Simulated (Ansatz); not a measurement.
# Co (P6_3/mmc): all-electron LAPW single point in Python

The task is an all-electron LAPW single point, for Co (P6_3/mmc).

Program: Ansatz 0.2.0 through its Python package. Level of theory: DFT PBE, all-electron LAPW. These are calculated values, not measurements.

**1. The structure**

Symmetry: P6_3/mmc, No. 194, hexagonal system. The conventional cell has a = 2.507 Å, b = 2.507 Å, c = 4.070 Å, α = 90.00°, β = 90.00°, γ = 120.00°. Co (site symmetry -6m2) is surrounded by 12 Co at 2.50 to 2.51 Å.

The script holds or builds the structure itself.

**2. The code**

Contents of co.py:

```python
'''Co with all its electrons on LAPW.'''

from collections import Counter
from dataclasses import dataclass
import json
import warnings

import ansatz as az
import numpy as np


@dataclass
class Settings:
    mesh: tuple[int, ...] = (12, 12, 7)


settings = Settings()

warnings.simplefilter('ignore', az.DeckWarning)

structure = (
    az.Lattice.from_parameters(2.5074, 2.5074, 4.0699, alpha=90, beta=90, gamma=120)
    .space_group(194)
    .atom('Co', (1 / 3, 2 / 3, 0.25))
    .moments(Co=1.8)
)

base = (
    structure.calculation()
    .kpoints(*settings.mesh, shift=0.5)
    .spin('collinear')
    .mixing('msr1', preconditioner='kerker')
    .occupations(az.OccupationsMethod.FERMI_DIRAC)
    .functional(az.Functional.PBE)
    .pseudopotentials('all_electron', lapw=True, basis_error=0.0005)
    .stress()
    .band_table()
)
result = base.run(events_out='events.ndjson')
summary = result.report
with open('events.ndjson') as stream:
    kinds = Counter(json.loads(line)['event'] for line in stream)
print('events:', {kind: kinds[kind] for kind in ('scf_iter', 'scf_done', 'notice', 'finished')})

for key in ('converged', 'n_iterations', 'n_electrons', 'n_kpoints', 'n_pw', 'n_symmetry_ops', 'free_energy_ev', 'fermi_energy_ev'):
    print(f'{key:18s} {summary[key]}')

# pressure is a third of the trace
stress = np.array(summary['stress_gpa'])
print(f'pressure {np.trace(stress) / 3:.3f} GPa')
print('stress tensor, GPa, positive in compression')
print(np.round(stress, 3) + 0.0)

print(f'net moment {summary["magnetization_mub"]:.3f} muB, absolute {summary["absolute_magnetization_mub"]:.3f} muB')
for index, (site, m) in enumerate(zip(result.lattice.sites, summary['site_moments_mub'])):
    print(f'  {index:2d} {site.symbol:2s} {m:7.3f}')

gap = None if 'band_edges_ev' not in summary else summary['band_edges_ev'][1] - summary['band_edges_ev'][0]
print('gap on the k mesh:', 'withheld (metal, or smearing too wide to tell)' if gap is None else f'{gap:.3f} eV')
print('lowest empty less highest filled band, by band count:', round(summary['gap_by_band_count_ev'], 3), 'eV')

errors = summary['lapw_basis_errors']
print(f'estimated basis error {1000 * errors["total_ev_per_atom"]:.3f} meV/atom, target {1000 * errors["basis_error_target_ev_per_atom"]:.3f}')
for sphere in errors['spheres']:
    print(f'  {sphere["species"]:2s} muffin-tin radius {sphere["muffin_tin_radius_ang"]:.3f} A, core shells {sphere["core_shells"]}')
```

**3. Launch**

On the command line:

```
python co.py
```

Standard output:

```text
events: {'scf_iter': 8, 'scf_done': 1, 'notice': 1, 'finished': 1}
converged          True
n_iterations       8
n_electrons        34.0
n_kpoints          168
n_pw               313
n_symmetry_ops     8
free_energy_ev     -75835.18681054897
fermi_energy_ev    18.62325024445151
pressure -4.140 GPa
stress tensor, GPa, positive in compression
[[-4.18   0.363  0.   ]
 [ 0.363 -3.761  0.   ]
 [ 0.     0.    -4.479]]
net moment 3.234 muB, absolute 3.581 muB
   0 Co   1.673
   1 Co   1.673
gap on the k mesh: withheld (metal, or smearing too wide to tell)
lowest empty less highest filled band, by band count: -6.152 eV
estimated basis error 0.115 meV/atom, target 0.500
  Co muffin-tin radius 1.249 A, core shells 3
```

It took 81 s on 1 thread of Arm Neoverse V1, shared host; peak memory 0.88 GiB.

**4. What the engine kept of the run**

From the engine's report, whether the script printed it or not:

```csv
item,value
SCF cycles in all,8
k-points solved,168
plane waves,313
bands,23
valence electrons,34
free energy (eV),-75835.18681
Fermi level (eV),18.623
pressure (GPa; positive when compressed),-4.14
```

**5. The command-line twin**

Run from a file, the same calculation prints its log.

Contents of input.yaml:

```yaml
crystal:
  lattice: { a: 2.5074, b: 2.5074, c: 4.0699, alpha: 90.0, beta: 90.0, gamma: 120.0 }
  space_group: 194
  atoms:
    - { symbol: Co, position: [0.3333333333333, 0.6666666666667, 0.25] }
kpoints:
  mp_grid: { grid: [12, 12, 7], shift: [0.5, 0.5, 0.5] }
hamiltonian:
  xc: pbe
  pseudopotentials: { kind: all_electron, lapw: { basis_error: 0.0005 } }
magnetization:
  spin_polarized: true
  per_species: { Co: 1.8 }
scf:
  mixing: { algorithm: msr1, preconditioner: kerker }
  occupations: { method: fermi_dirac }
output:
  stress: true
  eigenvalues: true
```

On the command line:

```
ansatz run input.yaml --threads 1 --pin off --max-ram 3072MiB --backend cpu --events-out ev --progress --plain --runs-dir out
```

Standard output, cut to the lines that bear on the results:

```text
Warning: crystal.symmetry: narrowed to the stabiliser of the k-point mesh — unitary ops 24 → 8; excluded 16 operations that carry a point of the 12×12×7 mesh (shift [0.5, 0.5, 0.5]) off the mesh (the run samples exactly the mesh kpoints.mp_grid names, as under crystal.symmetry.detect: [...]
Warning: RAYON_NUM_THREADS=1 ignored (pool sized by the plan → 1); use --threads N
crystal.space_group: 194 is read as P63/mmc: the typed cell holds Co2 (Co 2c). Least distances (Å): Co–Co 2.497
[...]
LAPW: plane waves up to 9.299 Å⁻¹, error target 5.0e-4 eV per atom; small_component_spin mean_spin; Co in spheres of 1.249 Å, 17 of its electrons in bands, Dirac shells [] (how accurate: hamiltonian.pseudopotentials.lapw.basis_error, Limitations)
[...]
Pseudopotentials: kind: all_electron
Pseudopotential: Co, LAPW, valence charge 17, lapw/all_electron/scalar/gaussian/Co, Koelling and Harmon's equation, gaussian nucleus
Functional definition: PBE
[...]
Crystal: 2 atoms, lattice volume = 22.160 Å³
[...]
SCF iter   1: F=—  HF=-75835.080294 eV  |F-HF|=—  |Δ(HF+E_count)|=         —  Δρ=1.03e-2 (↑8.42e-3 ↓1.03e-2)  dr2=9.12e-3  dr2_m=1.47e-2  M=3.247 μB ∫|m|=3.382 μB  β_m=0.30  ethr=2.66e-5  ⟨swp⟩=3.5  Hψ=60176  notcnv=0
[...]
SCF iter   8: F=-75835.186811 eV  HF=-75835.186811 eV  |F-HF|=7.42e-10  |Δ(HF+E_count)|=   8.34e-9  Δρ=5.36e-7 (↑5.36e-7 ↓4.11e-7)  dr2=1.18e-10  dr2_m=1.21e-11  M=3.234 μB ∫|m|=3.581 μB  ethr=1.08e-10  ⟨swp⟩=2.0  Hψ=21517  notcnv=0
[...]
SCF converged after 8 iterations
Magnetization: 3.2342 μB (18.6171 up, 15.3829 down)
Absolute magnetization: 3.5806 μB (∫|ρ↑−ρ↓|)
Spin contamination: 0.0597 ħ² per cell (⟨S²⟩ above its minimum at these occupations)
Per-site moments (μB) at R_I (Å): [(1.6731557931220387, 1.2486699160137955), (1.6731557931220387, 1.2486699160137955)]
Free energy (F): -75835.186811 eV
[...]
E sigma→0 (E₀):  -75835.156653 eV
Entropy (-TS):   -0.060315 eV (-30.158 meV/atom)
Fermi energy:    18.623250 eV
[...]
--- Stress (GPa, compression-positive) ---
       -4.179721       0.362527       0.000000
        0.362527      -3.761111       0.000000
        0.000000       0.000000      -4.478598
  P = ⅓ Tr σ = -4.1398 GPa (-41.398 kbar)
--- Band table (eV; the first three rows and the last of 336) ---
[... band rows left out ...]
[...]
```

Run time: 77 s. Hardware: 1 thread of Arm Neoverse V1, shared host; peak memory 0.8 GiB.

Script and command line differ by 0.000 meV in the energy.

**6. Summary of results**

| quantity | value |
| --- | --- |
| free energy | -75835.1868 eV (-37917.5934 eV/atom) |
| gap on the mesh | none |
| pressure | -4.14 GPa |
| moment, net / absolute | 3.23 / 3.58 μB per cell |

What this shows: The mesh shows no gap. The pressure of -4.1 GPa means that the cell would shrink if relaxed at this level. Notes:
- For a metal this k-point mesh is coarse: on a finer one energies can move by several to tens of meV an atom and pressures by half a GPa or more, differences at one mesh by less.
- Only differences from the Fermi energy are physical; the zero of the scale is a convention.
- The mesh has less symmetry than the crystal, which the program warned of.
- Levels are Kohn-Sham eigenvalues on this mesh.
- The script silences the warnings on its input, which a real study should read.
